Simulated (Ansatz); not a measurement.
# B3N3H6 (borazine): levels of theory compared

Wanted: a comparison of 6 runs (HF/STO-3G, HF/def2-SVP, BHLYP/def2-SVP, wB97X/def2-SVP, RPA@PBE/def2-SVP, RPA@PBE0/def2-SVP) of B3N3H6 (borazine). 

Program for the calculation: Ansatz 0.2.0.

43 further runs of the same task are left out: 1 that didn't finish, 42 set aside as unsound or not needed.

### Step 1. Starting point

The species is B3N3H6 (12 atoms), meant as a singlet with charge 0. As SMILES, `B1NBNBN1`. The B1–H7 distance was set to 1.796 Å, away from the relaxed value. At this shape a bond of the SMILES string is far longer than usual.

Bond lengths: B1–N2 1.425 Å, N2–B3 1.425 Å, B3–N4 1.425 Å, N4–B5 1.425 Å, B1–N6 1.425 Å, B5–N6 1.425 Å, N2–H8 1.006 Å, B3–H9 1.197 Å, N4–H10 1.006 Å, B5–H11 1.197 Å, N6–H12 1.006 Å. Some angles: B1–N2–B3 122.9°, N2–B1–N6 117.1°, N2–B3–N4 117.1°, B3–N4–B5 122.9°, N4–B5–N6 117.1°, B1–N6–B5 122.9°, B1–N2–H8 118.6°, B3–N2–H8 118.6°, N2–B3–H9 121.4°, N4–B3–H9 121.4°. A long bond or contact: B1–H7 1.796 Å.

### Step 2. The energy at HF/STO-3G (run 1)

Contents of job.yaml:

```yaml
crystal:
  periodic: [false, false, false]
  atoms:
    - {symbol: B, position_ang: [-0.424937, -0.716319, 0.148569]}
    - {symbol: N, position_ang: [0.824833, -0.449709, 0.778229]}
    - {symbol: B, position_ang: [1.565783, 0.745511, 0.550399]}
    - {symbol: "N", position_ang: [1.005623, 1.695361, -0.351521]}
    - {symbol: B, position_ang: [-0.238867, 1.491531, -1.014231]}
    - {symbol: N, position_ang: [-0.928497, 0.275081, -0.741931]}
    - {symbol: H, position_ang: [-1.326890, -2.236960, 0.463830]}
    - {symbol: H, position_ang: [1.200513, -1.135339, 1.411269]}
    - {symbol: H, position_ang: [2.614233, 0.943231, 1.093589]}
    - {symbol: H, position_ang: [1.510873, 2.547111, -0.528161]}
    - {symbol: H, position_ang: [-0.685957, 2.307481, -1.767691]}
    - {symbol: H, position_ang: [-1.809417, 0.108941, -1.198371]}
basis:
  gaussian:
    orbitals: STO-3G
output:
  orbitals: {seedname: orbitals}
accuracy: high
hamiltonian:
  xc: hf
```

On the command line:

```bash
$ ansatz run job.yaml --threads 1 --pin off --max-ram 3480MiB --events-out events.jsonl --progress --plain --runs-dir runs
```

The program printed:

```text
Warning: RAYON_NUM_THREADS=1 ignored (pool sized by the plan → 1); use --threads N
Functional definition: HF
  name "HF"
  exchange = exact_x
  correlation = 0
794 factors; integrals over basis functions are off by at most 4.7e-9 eV
mean field evaluation 1: about -6474.4914 eV, gradient 2.3e1 eV
mean field evaluation 2: about -6474.6692 eV, gradient 2.3e1 eV
mean field evaluation 4: about -6476.8168 eV, gradient 1.8e0 eV
mean field evaluation 8: about -6476.8285 eV, gradient 9.6e-5 eV
mean field -6476.82849083 eV, -238.0190568859 hartree, gradient 3.0e-8 eV, S^2 0.000000; 0 other end points of the search recorded, 0 dependent functions left out
reference -6476.82849083 eV, -238.0190568859 hartree; 21, 21 occupied and 15, 15 virtual orbitals, 794 factors
Total energy: -6476.82849083 eV, -238.0190568859 hartree
```

Wall time 1.2 s (1 thread of Intel Xeon Platinum 8175M at 2.50GHz (Skylake/Cascade Lake), shared host).

### Step 3. The energy at HF/def2-SVP (run 2)

Contents of input.yaml:

```yaml
crystal:
  periodic: [false, false, false]
  atoms:
    - {symbol: B, position_ang: [-0.424937, -0.716319, 0.148569]}
    - {symbol: "N", position_ang: [0.824833, -0.449709, 0.778229]}
    - {symbol: B, position_ang: [1.565783, 0.745511, 0.550399]}
    - {symbol: "N", position_ang: [1.005623, 1.695361, -0.351521]}
    - {symbol: B, position_ang: [-0.238867, 1.491531, -1.014231]}
    - {symbol: "N", position_ang: [-0.928497, 0.275081, -0.741931]}
    - {symbol: H, position_ang: [-1.326890, -2.236960, 0.463830]}
    - {symbol: H, position_ang: [1.200513, -1.135339, 1.411269]}
    - {symbol: H, position_ang: [2.614233, 0.943231, 1.093589]}
    - {symbol: H, position_ang: [1.510873, 2.547111, -0.528161]}
    - {symbol: H, position_ang: [-0.685957, 2.307481, -1.767691]}
    - {symbol: H, position_ang: [-1.809417, 0.108941, -1.198371]}
basis:
  gaussian: {orbitals: def2-SVP}
accuracy: high
output: {orbitals: {seedname: orbitals}}
hamiltonian: {xc: hf}
```

On the command line:

```bash
$ ansatz run input.yaml --threads 1 --pin off --max-ram 3480MiB --events-out events.jsonl --progress --plain --runs-dir runs
```

The program printed:

```text
Warning: RAYON_NUM_THREADS=1 ignored (pool sized by the plan → 1); use --threads N
[... 4 set-up lines as earlier in the session ...]
2852 factors; integrals over basis functions are off by at most 3.1e-9 eV
mean field evaluation 1: about -6550.4926 eV, gradient 4.5e1 eV
mean field evaluation 2: about -6550.6344 eV, gradient 4.5e1 eV
mean field evaluation 4: about -6555.4599 eV, gradient 3.9e0 eV
mean field evaluation 8: about -6555.5201 eV, gradient 9.1e-2 eV
mean field -6555.52010415 eV, -240.9109203364 hartree, gradient 3.3e-8 eV, S^2 0.000000; 0 other end points of the search recorded, 0 dependent functions left out
reference -6555.52010415 eV, -240.9109203364 hartree; 21, 21 occupied and 93, 93 virtual orbitals, 2852 factors
Total energy: -6555.52010415 eV, -240.9109203364 hartree
```

Run time: 7.2 s. Hardware: 1 thread of Intel Xeon Platinum 8175M at 2.50GHz (Skylake/Cascade Lake), shared host; peak memory 0.43 GiB.

Runs 3 to 5 aren't shown in full; the table further down has their settings and results.

### Step 4. The energy at RPA@PBE0/def2-SVP (run 6)

Contents of molecule.yaml:

```yaml
crystal:
  periodic: [false, false, false]
  atoms:
    - symbol: B
      position_ang: [-0.424937, -0.716319, 0.148569]
    - symbol: N
      position_ang: [0.824833, -0.449709, 0.778229]
    - symbol: B
      position_ang: [1.565783, 0.745511, 0.550399]
    - symbol: "N"
      position_ang: [1.005623, 1.695361, -0.351521]
    - symbol: B
      position_ang: [-0.238867, 1.491531, -1.014231]
    - symbol: N
      position_ang: [-0.928497, 0.275081, -0.741931]
    - symbol: H
      position_ang: [-1.326890, -2.236960, 0.463830]
    - symbol: H
      position_ang: [1.200513, -1.135339, 1.411269]
    - symbol: H
      position_ang: [2.614233, 0.943231, 1.093589]
    - symbol: H
      position_ang: [1.510873, 2.547111, -0.528161]
    - symbol: H
      position_ang: [-0.685957, 2.307481, -1.767691]
    - symbol: H
      position_ang: [-1.809417, 0.108941, -1.198371]
basis:
  gaussian:
    orbitals: def2-SVP
correlation:
  method: rpa
  frozen_orbitals: {B: 1, H: 0, "N": 1}
accuracy: high
hamiltonian:
  xc: {name: PBE0}
```

On the command line:

```bash
$ ansatz run molecule.yaml --threads 1 --pin off --max-ram 3480MiB --events-out events.jsonl --progress --plain --runs-dir runs
```

The program printed (excerpt; [...] marks lines left out):

```text
Warning: RAYON_NUM_THREADS=1 ignored (pool sized by the plan → 1); use --threads N
Functional definition: PBE0
  name "PBE0"
[...]
2852 factors; integrals over basis functions are off by at most 3.1e-9 eV
[...]
mean field -6588.70134703 eV, -242.1303085210 hartree, gradient 3.0e-8 eV, S^2 0.000000; 0 other end points of the search recorded, 0 dependent functions left out
6 core orbitals not correlated: weight in the atoms' cores, before any rotation towards them, 1.000 or more for the frozen orbitals, at most 0.000 for the correlated occupied ones
reference -6554.78191529 eV, -240.8837923960 hartree; 15, 15 occupied and 93, 93 virtual orbitals, 2852 factors
Total energy: -6584.34889984 eV, -241.9703590370 hartree
```

Run time: 24 s. Hardware: 1 thread of Intel Xeon Platinum 8175M at 2.50GHz (Skylake/Cascade Lake), shared host; peak memory 0.58 GiB.

### Step 5. Overview of the runs

```tsv
run	level	frozen core orbitals	energy (Eh)	HOMO energy (eV)	LUMO energy (eV)	HOMO–LUMO gap (eV)	wall time
1	HF/STO-3G	–	-238.019057	-8.37	8.48	16.85	1.2 s
2	HF/def2-SVP	–	-240.910920	-10.64	4.08	14.72	7.2 s
3	BHLYP/def2-SVP	–	-242.295518	-8.88	1.46	10.34	17 s
4	wB97X/def2-SVP	–	-242.362797	-10.18	2.63	12.81	41 s
5	RPA@PBE/def2-SVP	6	-242.063010	–	–	–	23 s
6	RPA@PBE0/def2-SVP	6	-241.970359	–	–	–	24 s
```

### Step 6. Results

| quantity | value |
| --- | --- |
| run 6: total energy | -241.97036 Eh |
| run 6: RPA correlation energy (valence) | -1086.6 mEh |

In words: Over runs 1, 2, 3, 4 the HOMO–LUMO gap runs from 10.34 eV (BHLYP/def2-SVP) to 16.85 eV (HF/STO-3G). The two ends differ in method and basis. Totals of different functionals can't be ranked against each other. In run 1 the basis is minimal, so the values are rough. All runs together took 1.9 min, the longest 41 s.
